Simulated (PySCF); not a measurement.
# singlet BHBr+: levels of theory compared

We compute a comparison of 5 runs (B3LYP/STO-3G, PBE0/STO-3G, SVWN5/STO-3G, NEVPT2(2,2)/STO-3G, CCSD(T)/STO-3G) of singlet BHBr+. 

The calculation is run with PySCF 2.14.0.

14 further runs of the same task are left out: 4 that didn't finish, 10 set aside as unsound or not needed.

### Step 1. The system as given

The species is BHBr+ (3 atoms), meant as a singlet with charge +1. SMILES of the parent species: `[BH]Br`. The shape is that of a PBE0-D4/def2-TZVP optimisation. That shape belongs to the parent species and isn't relaxed for this state.

Bond lengths: B1–Br2 1.868 Å, B1–H3 1.193 Å. Angles: Br2–B1–H3 123.6°.

### Step 2. A single-point energy at B3LYP/STO-3G (run 1)

The input, calc.py:

```python
from pyscf import gto, dft

mol = gto.M(
    atom='B -0.094500 -0.523000 -0.115700; Br 1.181000 0.563200 0.709800; H -1.097400 -0.105000 -0.607300',
    spin=0,
    basis='sto-3g',
    verbose=4,
    max_memory=1860,
    charge=1,
)

calc0 = dft.RKS(mol)
calc0.xc = 'b3lyp'
calc0.conv_tol = 1e-10
calc0.grids.level = 5
calc0.kernel()
if not calc0.converged:
    calc0 = calc0.newton().run(calc0.mo_coeff, calc0.mo_occ)

e_tot = calc0.e_tot
print('E = %.10f Eh' % e_tot)
```

Launch:

```console
$ OMP_NUM_THREADS=1 python calc.py
```

What it wrote:

```text
PySCF version 2.14.0

[INPUT] num. atoms = 3
[INPUT] num. electrons = 40
[INPUT] charge = 1
[INPUT] spin (= nelec alpha-beta = 2S) = 0
[INPUT] symmetry False subgroup None
[INPUT] Mole.unit = angstrom
[INPUT] Symbol           X                Y                Z      unit          X                Y                Z       unit  Magmom
[INPUT]  1 B     -0.094500000000  -0.523000000000  -0.115700000000 AA   -0.178579118771  -0.988326763148  -0.218641312612 Bohr   0.0
[INPUT]  2 Br     1.181000000000   0.563200000000   0.709800000000 AA    2.231766553111   1.064293753355   1.341327603216 Bohr   0.0
[INPUT]  3 H     -1.097400000000  -0.105000000000  -0.607300000000 AA   -2.073785449098  -0.198421243079  -1.147630675448 Bohr   0.0

nuclear repulsion = 58.6237283812187
number of shells = 12
number of NR pGTOs = 72
number of NR cGTOs = 24
basis = sto-3g
ecp = {}

******** <class 'pyscf.dft.rks.RKS'> ********
method = RKS
initial guess = minao
damping factor = 0
level_shift factor = 0
DIIS = <class 'pyscf.scf.diis.CDIIS'>
diis_start_cycle = 1
diis_space = 8
diis_damp = 0
SCF conv_tol = 1e-10
SCF conv_tol_grad = None
SCF max_cycles = 50
direct_scf = True
direct_scf_tol = 1e-13
XC library pyscf.dft.libxc version 7.0.0
    S. Lehtola, C. Steigemann, M. J.T. Oliveira, and M. A.L. Marques.,  SoftwareX 7, 1–5 (2018)
XC functionals = b3lyp
    P. J. Stephens, F. J. Devlin, C. F. Chabalowski, and M. J. Frisch.,  J. Phys. Chem. 98, 11623 (1994)
radial grids:
    Treutler-Ahlrichs [JCP 102, 346 (1995); DOI:10.1063/1.469408] (M4) radial grids

becke partition: Becke, JCP 88, 2547 (1988); DOI:10.1063/1.454033
pruning grids: <function nwchem_prune>
grids dens level: 5
symmetrized grids: False
atomic radii adjust function: <function treutler_atomic_radii_adjust>
small_rho_cutoff = 0
Set gradient conv threshold to 1e-05
Initial guess from minao.
tot grids = 111440
init E= -2567.63375200907
  HOMO = -0.489949444006519  LUMO = -0.195532539317034  gap/eV = 8.01149
cycle= 1 E= -2570.59836219164  delta_E= -2.96  |g|= 0.569  |ddm|= 2.04
  HOMO = -0.558350494098205  LUMO = -0.372374398019875  gap/eV = 5.06067
cycle= 2 E= -2567.97227098028  delta_E= 2.63  |g|= 2.32  |ddm|= 4.22
  HOMO = -0.548482596055828  LUMO = -0.368881134229544  gap/eV = 4.88720
cycle= 3 E= -2570.80830386258  delta_E= -2.84  |g|= 0.0432  |ddm|= 3.41
  HOMO = -0.55709435858389  LUMO = -0.368927738469856  gap/eV = 5.12027
cycle= 4 E= -2570.80938835181  delta_E= -0.00108  |g|= 0.00609  |ddm|= 0.113
  HOMO = -0.559527271451847  LUMO = -0.369317226889389  gap/eV = 5.17588
cycle= 5 E= -2570.80940667656  delta_E= -1.83e-05  |g|= 0.00095  |ddm|= 0.0109
  HOMO = -0.559611202455706  LUMO = -0.369354632145208  gap/eV = 5.17714
cycle= 6 E= -2570.80940711297  delta_E= -4.36e-07  |g|= 0.000459  |ddm|= 0.00183
  HOMO = -0.559608036982731  LUMO = -0.369327106296574  gap/eV = 5.17781
cycle= 7 E= -2570.80940719519  delta_E= -8.22e-08  |g|= 0.000185  |ddm|= 0.000497
  HOMO = -0.559620694107883  LUMO = -0.369320431781564  gap/eV = 5.17833
cycle= 8 E= -2570.80940721109  delta_E= -1.59e-08  |g|= 2.23e-05  |ddm|= 0.000285
  HOMO = -0.559620557485334  LUMO = -0.369318004372114  gap/eV = 5.17840
cycle= 9 E= -2570.80940721134  delta_E= -2.45e-10  |g|= 3.83e-07  |ddm|= 4.21e-05
  HOMO = -0.559620477123075  LUMO = -0.369317920916805  gap/eV = 5.17840
cycle= 10 E= -2570.80940721133  delta_E= 5.46e-12  |g|= 3.1e-07  |ddm|= 1.86e-06
  HOMO = -0.559620415997002  LUMO = -0.369318003810498  gap/eV = 5.17839
Extra cycle  E= -2570.80940721134  delta_E= -2.73e-12  |g|= 7.42e-07  |ddm|= 1.7e-06
converged SCF energy = -2570.80940721134
E = -2570.8094072113 Eh
```

Wall time 4.2 s (1 thread of Arm Neoverse N1, shared host); peak memory 0.2 GiB.

### Step 3. The energy at PBE0/STO-3G (run 2)

The input, calc.py:

```python
from pyscf import gto, dft

molecule = gto.M(
    atom='''
B     -0.178579    -0.988327    -0.218641
Br     2.231767     1.064294     1.341328
H     -2.073785    -0.198421    -1.147631
''',
    spin=0,
    basis='sto-3g',
    max_memory=1860,
    unit='bohr',
    verbose=3,
    charge=1,
)

mf = dft.RKS(molecule, xc='pbe0')
mf.conv_tol = 1e-10
mf.grids.level = 5
mf.kernel()
if not mf.converged:
    mf = mf.newton().run(mf.mo_coeff, mf.mo_occ)

etot = mf.e_tot
print('E = %.10f Eh' % etot)
```

Launch:

```console
$ OMP_NUM_THREADS=1 python calc.py
```

What it wrote:

```text
converged SCF energy = -2570.56063881154
E = -2570.5606388115 Eh
```

It took 4.2 s on 1 thread of Arm Neoverse N1, shared host; peak memory 0.2 GiB.

Runs 3 to 4 aren't shown in full; the table further down has their settings and results.

### Step 4. The energy at CCSD(T)/STO-3G (run 5)

The input, calc.py:

```python
from pyscf import gto, scf, cc

system = gto.Mole()
system.atom = [
    ('B', (-0.094500, -0.523000, -0.115700)),
    ('Br', (1.181000, 0.563200, 0.709800)),
    ('H', (-1.097400, -0.105000, -0.607300)),
]
system.spin = 0
system.basis = 'sto-3g'
system.max_memory = 1860
system.charge = 1
system.verbose = 3
system.build()

mf = scf.RHF(system)
mf.conv_tol = 1e-10
mf.kernel()
if not mf.converged:
    mf = mf.newton().run(mf.mo_coeff, mf.mo_occ)

mycc = cc.CCSD(mf, frozen=10)
mycc.kernel()
e_t = mycc.ccsd_t()
e_final = mycc.e_tot + e_t
print('E = %.10f Eh' % e_final)
```

Launch:

```console
$ OMP_NUM_THREADS=1 python calc.py
```

What it wrote:

```text
converged SCF energy = -2569.31017813953
E(CCSD) = -2569.392268720407  E_corr = -0.08209058087578219
CCSD(T) correction = -0.00804035602596805
E = -2569.4003090764 Eh
```

It took 1.2 s on 1 thread of Arm Neoverse N1, shared host; peak memory 0.1 GiB.

### Step 5. Overview of the runs

```
run               level  integration grid      active selection   energy (Eh)  HOMO energy (eV)  LUMO energy (eV)  HOMO–LUMO gap (eV)  wall time
  1        B3LYP/STO-3G                 5                     –  -2570.809407            -15.23            -10.05                5.18      4.2 s
  2         PBE0/STO-3G                 5                     –  -2570.560639            -15.48             -9.83                5.64      4.2 s
  3        SVWN5/STO-3G                 5                     –  -2566.768186            -14.43            -10.83                3.60      2.7 s
  4  NEVPT2(2,2)/STO-3G                 –  mp2 natural orbitals  -2569.381986            -17.71             -5.62               12.09      1.6 s
  5      CCSD(T)/STO-3G                 –                     –  -2569.400309            -17.71             -5.62               12.09      1.2 s
```

### Step 6. What came out

| quantity | value |
| --- | --- |
| run 5: total energy | -2569.40031 Eh |
| run 5: HOMO energy (Hartree–Fock orbitals) | -17.71 eV |
| run 5: LUMO energy (Hartree–Fock orbitals) | -5.62 eV |
| run 5: HOMO–LUMO gap (Hartree–Fock orbitals) | 12.09 eV |
| run 5: correlation energy (10 core orbitals frozen) | -90.1 mEh |
| run 5: (T) correction | -8.04 mEh |
| run 5: T1 diagnostic | 0.034 |

What this shows: Over runs 1, 2, 3 the HOMO–LUMO gap runs from 3.60 eV (SVWN5/STO-3G) to 5.64 eV (PBE0/STO-3G). Totals of different functionals can't be ranked against each other. In run 5 the T1 diagnostic is large, so a single reference may not serve. In runs 1, 2, 3, 4, 5 the basis is minimal, so the values are rough. All runs together took 14 s, the longest 4.2 s.
